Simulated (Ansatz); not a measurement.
# AlCu4: properties at the relaxed cell

The task here is to estimate one member of a computed series from the others.

Method: DFT PBEsol, scalar-relativistic, plane waves, PAW, in Ansatz 0.2.0.

### The structure to begin with

The structure is cubic, space group P2_13 (No. 198). Conventional cell: a = 6.225 Å, b = 6.225 Å, c = 6.225 Å, α = 90.00°, β = 90.00°, γ = 90.00°. Al (site symmetry 3) is surrounded by 12 Cu at 2.35 to 2.63 Å. Cu (site symmetry 3) has 3 Al at 2.35 Å and 9 Cu at 2.50 to 2.64 Å in its first shell of neighbours. Cu (site symmetry 1) is surrounded by 9 Cu at 2.50 to 2.64 Å and 3 Al at 2.52 to 2.63 Å.

Coordinates:

```xyz
20
Lattice="6.2247 0.0000 0.0000 0.0000 6.2247 0.0000 0.0000 0.0000 6.2247" Properties=species:S:1:pos:R:3 pbc="T T T"
Al    2.7377    5.8500    3.4870
Al    5.8500    3.4870    2.7377
Al    3.4870    2.7377    5.8500
Al    0.3747    0.3747    0.3747
Cu    5.0343    1.9219    1.1904
Cu    1.9219    1.1904    5.0343
Cu    1.1904    5.0343    1.9219
Cu    4.3028    4.3028    4.3028
Cu    0.2939    5.4488    4.3625
Cu    1.8622    3.4063    3.8882
Cu    2.3365    4.9745    5.9308
Cu    3.4063    3.8882    1.8622
Cu    4.9745    5.9308    2.3365
Cu    5.4488    4.3625    0.2939
Cu    5.9308    2.3365    4.9745
Cu    4.3625    0.2939    5.4488
Cu    3.8882    1.8622    3.4063
Cu    2.8184    0.7759    1.2502
Cu    1.2502    2.8184    0.7759
Cu    0.7759    1.2502    2.8184
```

It goes back to an entry of the Materials Project, which need not be the stable form.

This cell was relaxed beforehand with the same method: volume 12.06 Å³/atom, gap on the mesh none (metal).

The first run:

File input.yaml:

```yaml
crystal:
  lattice:
    - [6.1617954544, 0.0, 0.0]
    - [0.0, 6.1617954544, 0.0]
    - [0.0, 0.0, 6.1617954544]
  atoms:
    - { symbol: Al, position: [0.4398103937, 0.9398103937, 0.5601896063] }
    - { symbol: Al, position: [0.9398103937, 0.5601896063, 0.4398103937] }
    - { symbol: Al, position: [0.5601896063, 0.4398103937, 0.9398103937] }
    - { symbol: Al, position: [0.0601896063, 0.0601896063, 0.0601896063] }
    - { symbol: Cu, position: [0.8087586184, 0.3087586184, 0.1912413816] }
    - { symbol: Cu, position: [0.3087586184, 0.1912413816, 0.8087586184] }
    - { symbol: Cu, position: [0.1912413816, 0.8087586184, 0.3087586184] }
    - { symbol: Cu, position: [0.6912413816, 0.6912413816, 0.6912413816] }
    - { symbol: Cu, position: [0.047219024, 0.875353712, 0.7008432667] }
    - { symbol: Cu, position: [0.2991567333, 0.547219024, 0.624646288] }
    - { symbol: Cu, position: [0.375353712, 0.7991567333, 0.952780976] }
    - { symbol: Cu, position: [0.547219024, 0.624646288, 0.2991567333] }
    - { symbol: Cu, position: [0.7991567333, 0.952780976, 0.375353712] }
    - { symbol: Cu, position: [0.875353712, 0.7008432667, 0.047219024] }
    - { symbol: Cu, position: [0.952780976, 0.375353712, 0.7991567333] }
    - { symbol: Cu, position: [0.7008432667, 0.047219024, 0.875353712] }
    - { symbol: Cu, position: [0.624646288, 0.2991567333, 0.547219024] }
    - { symbol: Cu, position: [0.452780976, 0.124646288, 0.2008432667] }
    - { symbol: Cu, position: [0.2008432667, 0.452780976, 0.124646288] }
    - { symbol: Cu, position: [0.124646288, 0.2008432667, 0.452780976] }
basis:
  ecutwfc: 420
kpoints:
  mp_grid: { grid: [6, 6, 6] }
hamiltonian:
  xc: pbesol
scf:
  occupations: { method: gaussian, width: 0.1 }
output:
  forces: true
  stress: true
  eigenvalues: true
  write_density: true
  write_potential: true
  elf: true
  volumetric_format: npy
relax:
  adjacent_minimum: "off"
  f_tol: 0.01
  max_steps: 30
```

Run with:

```
> ansatz run input.yaml --threads 4 --pin off --max-ram 10240MiB --backend cpu --events-out ev --progress --plain --runs-dir out
```

Among the steps run: Volume × 0.97; The cell scaled to 1.03 of its volume; Volume × 0.94; The cell scaled to 1.06 of its volume; Point at V/V0 = 0.91; Volume × 1.10; Volume × 0.88.

One table of the session follows, with a row left open; its other results are not shown here.

It belongs to the step «Energy against volume». 

```
volume (Å³/atom)  energy above the lowest point (meV/atom)  pressure (GPa)
          10.612                                     102.1           25.55
          10.974                                      53.9           17.43
          11.336                                      22.5           10.59
          11.697                                         ?               ?
          12.059                                       0.0            0.00
          12.421                                       4.8           -4.07
          12.783                                      17.9           -7.49
          13.265                                      46.3          -11.23
```

**Question.** Estimate the row for volume (Å³/atom) = 11.697.

Worked estimate for «energy above the lowest point (meV/atom)». A straight line through the neighbours (11.336, 22.5) and (12.059, 0.0) gives 22.5 + (0.0 − 22.5) × (11.697 − 11.336) / (12.059 − 11.336) = 11.3; a parabola fitted to 4 rows on both sides gives 5.2.

**Answer.** energy above the lowest point (meV/atom): 5.3; pressure (GPa): 4.85. In «energy above the lowest point (meV/atom)» the line misses by +6.0 and the parabola by -0.1.

To keep in mind: Warnings in the runs' records: stress scf threshold loose.
